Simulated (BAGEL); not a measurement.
# triplet C2H3FGe: levels of theory compared

We compute a comparison of 4 runs (UHF/STO-3G, ROHF/6-31G*, UHF/6-31G*, ROHF/cc-pVDZ) of triplet C2H3FGe. 

The calculation is run with BAGEL 1.2.2.

2 further runs of the same task are left out: 2 set aside as unsound or not needed. Runs told in other sessions of the task aren't counted.

## Step 1: The molecule

C2H3FGe has 7 atoms, charge 0, and is taken as a triplet. SMILES of the parent species: `C#[C][GeH2][F]`. The coordinates come from a PBE0-D4/def2-TZVP relaxation. That shape belongs to the parent species and isn't relaxed for this state.

Bond lengths: C1–C2 1.205 Å, C2–Ge3 1.891 Å, Ge3–F4 1.737 Å, C1–H5 1.066 Å, Ge3–H6 1.530 Å, Ge3–H7 1.530 Å. Angles: C1–C2–Ge3 178.5°, C2–Ge3–F4 106.8°, C2–C1–H5 179.5°, C2–Ge3–H6 111.0°, C2–Ge3–H7 111.0°, F4–Ge3–H6 106.5°, F4–Ge3–H7 106.5°, H6–Ge3–H7 114.4°.

## Step 2: A single-point energy at UHF/STO-3G (density fitting with qzvpp-jkfit) (run 1)

The input, input.json:

```json
{ "bagel" : [

{
  "title" : "molecule",
  "basis" : "sto-3g",
  "df_basis" : "qzvpp-jkfit",
  "angstrom" : "true",
  "geometry" : [
    { "atom" : "C", "xyz" : [    1.589600,   -1.011400,    0.749400 ] },
    { "atom" : "C", "xyz" : [    0.653200,   -0.399300,    0.302800 ] },
    { "atom" : "Ge", "xyz" : [   -0.795200,    0.603200,   -0.384600 ] },
    { "atom" : "F", "xyz" : [   -1.928600,   -0.538300,   -1.040400 ] },
    { "atom" : "H", "xyz" : [    2.414700,   -1.560800,    1.142300 ] },
    { "atom" : "H", "xyz" : [   -1.525800,    1.349500,    0.733200 ] },
    { "atom" : "H", "xyz" : [   -0.346600,    1.489200,   -1.548300 ] }
  ]
},
{
  "title" : "uhf",
  "nopen" : 2
},
{
  "title" : "print",
  "file" : "orbitals.molden",
  "orbitals" : "true"
}

]}
```

Started as:

```sh
$ BAGEL_NUM_THREADS=1 BAGEL input.json > input.out
```

What it wrote:

```text
* using 1 threads per process

  ===============================================================
  ===============================================================

  *** Geometry ***

[... 23 lines left out ...]
      * DIIS with orbital gradients will be used.

  === UHF iteration (sto-3g) ===
      0      -2225.91436904          0.01976509           0.06
      1      -2226.02273341          0.00699244           0.06
      2      -2226.03794956          0.00234690           0.06
[... 42 lines of this table left out ...]
     45      -2226.04222412          0.00000000           0.06
    * SCF iteration converged.

    * S^2 (UHF) is 2.0195

    * Permanent dipole moment:
           (   -0.411869,    -0.394289,    -0.237073) a.u.

    * METHOD: UHF                                  2.98

    * METHOD: PRINT                                0.00

  ===============================================================
```

Run time: 3.3 s. Hardware: 1 thread of Arm Neoverse V2, shared host.

## Step 3: A single-point energy at ROHF/6-31G(d) (density fitting with qzvpp-jkfit, spherical functions) (run 2)

The input, calc.json:

```json
{ "bagel": [

{
  "title": "molecule",
  "basis": "6-31gs.json",
  "df_basis": "qzvpp-jkfit",
  "angstrom": true,
  "geometry": [
    { "atom": "C", "xyz": [       1.589600,      -1.011400,       0.749400 ] },
    { "atom": "C", "xyz": [       0.653200,      -0.399300,       0.302800 ] },
    { "atom": "Ge", "xyz": [      -0.795200,       0.603200,      -0.384600 ] },
    { "atom": "F", "xyz": [      -1.928600,      -0.538300,      -1.040400 ] },
    { "atom": "H", "xyz": [       2.414700,      -1.560800,       1.142300 ] },
    { "atom": "H", "xyz": [      -1.525800,       1.349500,       0.733200 ] },
    { "atom": "H", "xyz": [      -0.346600,       1.489200,      -1.548300 ] }
  ]
},

{ "title": "rohf", "nopen": 2 },

{ "title": "print", "file": "orbitals.molden", "orbitals": true }

]}
```

The basis set 6-31G* is read from a file made from the Basis Set Exchange's data (not shown).

Started as:

```sh
$ BAGEL_NUM_THREADS=1 BAGEL calc.json > calc.out
```

What it wrote:

```text
* using 1 threads per process

  ===============================================================
  ===============================================================

  *** Geometry ***

[... 23 lines left out ...]
      * DIIS with orbital gradients will be used.

  === ROHF iteration (6-31gs.json) ===
      0      -2251.49383885          0.03718627           0.15
      1      -2251.64440653          0.02609724           0.15
      2      -2251.71699467          0.01647382           0.15
[... 35 lines of this table left out ...]
     38      -2251.76329217          0.00000001           0.16
    * SCF iteration converged.

    * S^2 (ROHF) is 2.0000

    * Permanent dipole moment:
           (   -1.131376,    -0.285230,    -0.602375) a.u.

    * METHOD: ROHF                                 6.38

    * METHOD: PRINT                                0.01

  ===============================================================
```

Wall time 6.9 s (1 thread of Arm Neoverse V2, shared host); peak memory 0.13 GiB.

Run 3 isn't shown in full; the table further down has it.

## Step 4: A single-point energy at ROHF/cc-pVDZ (density fitting with qzvpp-jkfit) (run 4)

The input, hf.json:

```json
{ "bagel": [

{
  "title": "molecule",
  "basis": "cc-pvdz.json",
  "df_basis": "qzvpp-jkfit",
  "angstrom": true,
  "geometry": [
    { "atom": "C", "xyz": [       1.589600,      -1.011400,       0.749400 ] },
    { "atom": "C", "xyz": [       0.653200,      -0.399300,       0.302800 ] },
    { "atom": "Ge", "xyz": [      -0.795200,       0.603200,      -0.384600 ] },
    { "atom": "F", "xyz": [      -1.928600,      -0.538300,      -1.040400 ] },
    { "atom": "H", "xyz": [       2.414700,      -1.560800,       1.142300 ] },
    { "atom": "H", "xyz": [      -1.525800,       1.349500,       0.733200 ] },
    { "atom": "H", "xyz": [      -0.346600,       1.489200,      -1.548300 ] }
  ]
},

{ "title": "rohf", "nopen": 2 },

{ "title": "print", "file": "orbitals.molden", "orbitals": true }

]}
```

The basis set cc-pVDZ is read from a file made from the Basis Set Exchange's data (not shown).

Started as:

```sh
$ BAGEL_NUM_THREADS=1 BAGEL hf.json > hf.out
```

What it wrote:

```text
* using 1 threads per process

  ===============================================================
  ===============================================================

  *** Geometry ***

[... 23 lines left out ...]
      * DIIS with orbital gradients will be used.

  === ROHF iteration (cc-pvdz.json) ===
      0      -2251.70049754          0.03445804           0.17
      1      -2251.86648693          0.02605735           0.17
      2      -2251.97077753          0.01596926           0.17
[... 50 lines of this table left out ...]
     53      -2252.03652036          0.00000001           0.17
    * SCF iteration converged.

    * S^2 (ROHF) is 2.0000

    * Permanent dipole moment:
           (   -1.108978,    -0.324576,    -0.593200) a.u.

    * METHOD: ROHF                                 9.34

    * METHOD: PRINT                                0.01

  ===============================================================
```

Run time: 9.9 s. Hardware: 1 thread of Arm Neoverse V2, shared host; peak memory 0.14 GiB.

## Step 5: Overview of the runs

```
run                                                                level   energy (Eh)  dipole moment (D)   ⟨S²⟩  wall time
  1                        UHF/STO-3G (density fitting with qzvpp-jkfit)  -2226.042224               1.57  2.019      3.3 s
  2  ROHF/6-31G* (density fitting with qzvpp-jkfit, spherical functions)  -2251.763292               3.34  2.000      6.9 s
  3   UHF/6-31G* (density fitting with qzvpp-jkfit, spherical functions)  -2251.769647               3.34  2.018        9 s
  4                      ROHF/cc-pVDZ (density fitting with qzvpp-jkfit)  -2252.036520               3.30  2.000      9.9 s
```

## Step 6: What came out

| quantity | value |
| --- | --- |
| run 4: total energy | -2252.03652 Eh |
| run 4: dipole moment | 3.30 D |
| run 4: ⟨S²⟩ | 2.000 |

What this shows: The dipole moment (its size) runs from 1.57 D (UHF/STO-3G) to 3.34 D (UHF/6-31G*). In run 1 the basis is minimal, so the values are rough. All runs together took 29 s, the longest 9.9 s.
